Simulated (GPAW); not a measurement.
Crystal: MoI.

```xyz
2
Lattice="0.0000 3.1789 3.1789 3.1789 0.0000 3.1789 3.1789 3.1789 0.0000" Properties=species:S:1:pos:R:3 pbc="T T T"
Mo    0.0000    0.0000    0.0000
I     4.7683    4.7683    4.7683
```

The cell was built by a generator and needn't be a form met in nature.

- Program: GPAW 26.7.0
- Task: relaxation of cell and atoms
- Functional: PBE
- Potentials or basis: GPAW PAW data sets (gpaw-data 1.2.1)
- Cutoff: 600 eV
- Basis: pw
- k mesh: 7 × 7 × 7
- Occupations: fermi-dirac, width 0.05 eV
- Spin: no spin polarisation
- Hubbard terms: Mo d U = 6 eV

At the start: pressure 5.0 GPa; volume 32.12 Å³/atom.

Q: How do energy, volume and symmetry change on relaxing?

A: Over 4 steps the energy falls by 59.3 meV/atom and the volume is 36.41 Å³/atom (+13.3 %); space group F-43m (No. 216, to 0.05 Å).

Step by step:
| step | energy change (eV) | largest force (eV/Å) | pressure (GPa) | volume (Å³) |
| --- | --- | --- | --- | --- |
| 1 | 0.0000 | 0.0000 | 5.04 | 64.25 |
| 2 | -0.0384 | 0.0000 | 3.92 | 65.65 |
| 3 | -0.1152 | 0.0000 | 0.69 | 71.39 |
| 4 | -0.1187 | 0.0000 | 0.02 | 72.82 |

Final structure:
```
Mo I
1.0
     0.00000    3.31435    3.31435
     3.31435    0.00000    3.31435
     3.31435    3.31435    0.00000
Mo I
1 1
Direct
  0.00000 0.00000 0.00000
  0.75000 0.75000 0.75000
```

Caveat: later steps reuse the first step's grids; an odd number of electrons without spin polarisation forces a metal; a magnetic or distorted state may lie lower; U without spin polarisation on a metal has little footing.
